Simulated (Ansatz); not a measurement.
# Sn4Se7: the cost of one run

Program: Ansatz 0.2.0. Level of theory: DFT PBEsol, scalar-relativistic, plane waves, PAW. These are calculated values, not measurements.

4 further runs of the same task are left out: 1 that didn't finish, 3 set aside as unsound or not needed. Runs told in other sessions of the task aren't counted.

## (1) The structure to begin with

Symmetry: P-3m1, No. 164, trigonal system. The conventional cell has a = 3.819 Å, b = 3.819 Å, c = 6.147 Å, α = 90.00°, β = 90.00°, γ = 120.00°. Sn (site symmetry -3m) is surrounded by 6 Se at 2.72 Å. Se (site symmetry 3m) is surrounded by 3 Sn at 2.72 Å.

Structure file:

```
CELL_PARAMETERS angstrom
3.81898 0.00000 0.00000
-1.90949 3.30734 0.00000
0.00000 0.00000 6.14706
ATOMIC_POSITIONS crystal
Sn 0.00000 0.00000 0.00000
Se 0.33333 0.66667 0.25803
Se 0.66667 0.33333 0.74197
```

This cell was relaxed beforehand with the same method: volume 25.88 Å³/atom, gap on the mesh 0.48 eV.

Its energy, with the smearing taken to zero, is -16799.2210 eV for the 3-atom cell on a 12×12×6 mesh; differences below count from it.

## (2) Next cell: 2 of 16 Se atoms taken out at random

From a supercell with 16 Se sites, 2 are emptied at random; the cell stays neutral and all atoms are shaken by 0.02 Å.

The cell holds 8 Sn, 14 Se: a = 7.638 Å, b = 7.638 Å, c = 12.294 Å, α = 90.00°, β = 90.00°, γ = 120.00°.

## (3) Relaxing on a coarse mesh

Cell and atoms move without symmetry, on a coarse mesh with loose thresholds.

Input file input.yaml:

```yaml
crystal:
  lattice:
    - [7.6379680112, 0.0, 0.0]
    - [-3.8189840056, -6.614674331, 0.0]
    - [0.0, 0.0, -12.2941212438]
  atoms:
    - { symbol: Sn, position: [0.0014077379, 0.4973489445, 0.500623092] }
    - { symbol: Sn, position: [0.0040738689, 0.5013983739, 0.0006821604] }
    - { symbol: Sn, position: [0.4979193329, 0.4982622008, 0.4992174809] }
    - { symbol: Sn, position: [0.5004094396, 0.5016232581, 0.0010917537] }
    - { symbol: Sn, position: [0.0001700034, 0.0043793604, 0.4991233148] }
    - { symbol: Sn, position: [0.0014203212, 0.0034355381, 0.0010272272] }
    - { symbol: Sn, position: [0.4961477787, 0.9961009291, 0.4976381686] }
    - { symbol: Sn, position: [0.506445199, 0.003210312, 0.0019999604] }
    - { symbol: Se, position: [0.8335503455, 0.1671414849, 0.3684046517] }
    - { symbol: Se, position: [0.8323179096, 0.1699569207, 0.8720490909] }
    - { symbol: Se, position: [0.3341277252, 0.1647269187, 0.3712105818] }
    - { symbol: Se, position: [0.832721688, 0.6663121196, 0.3694521381] }
    - { symbol: Se, position: [0.3299040113, 0.6611980136, 0.3725294188] }
    - { symbol: Se, position: [0.3385609275, 0.6683434083, 0.8702192108] }
    - { symbol: Se, position: [0.1653569888, 0.3330145264, 0.1284696354] }
    - { symbol: Se, position: [0.1648603233, 0.3328714888, 0.6288450657] }
    - { symbol: Se, position: [0.660526875, 0.3342933869, 0.1305598525] }
    - { symbol: Se, position: [0.6601190501, 0.3296009719, 0.6293279915] }
    - { symbol: Se, position: [0.1676293495, 0.8318551013, 0.1322555193] }
    - { symbol: Se, position: [0.1646508976, 0.833007321, 0.6312847062] }
    - { symbol: Se, position: [0.667241679, 0.8286577979, 0.1283539775] }
    - { symbol: Se, position: [0.6677966627, 0.8353796765, 0.6280066524] }
  symmetry: { detect: false }
basis:
  ecutwfc: 420
kpoints:
  mp_grid: { grid: [2, 2, 1], shift: [0.5, 0.5, 0.0] }
hamiltonian:
  xc: pbesol
scf:
  occupations: { method: gaussian, width: 0.1 }
  lower_state_search: "off"
output:
  forces: true
  stress: true
  eigenvalues: true
relax:
  adjacent_minimum: "off"
  f_tol: 0.04
  max_steps: 50
  cell: { stress_tol: 0.3 }
```

On the command line:

```bash
ansatz run input.yaml --threads 4 --pin off --max-ram 9216MiB --backend cpu --events-out ev --progress --plain --runs-dir out
```

What time and memory should one allow on 4 threads of Arm Neoverse V2, shared host?

About 4.1 min, with a peak of 1.5 GiB.
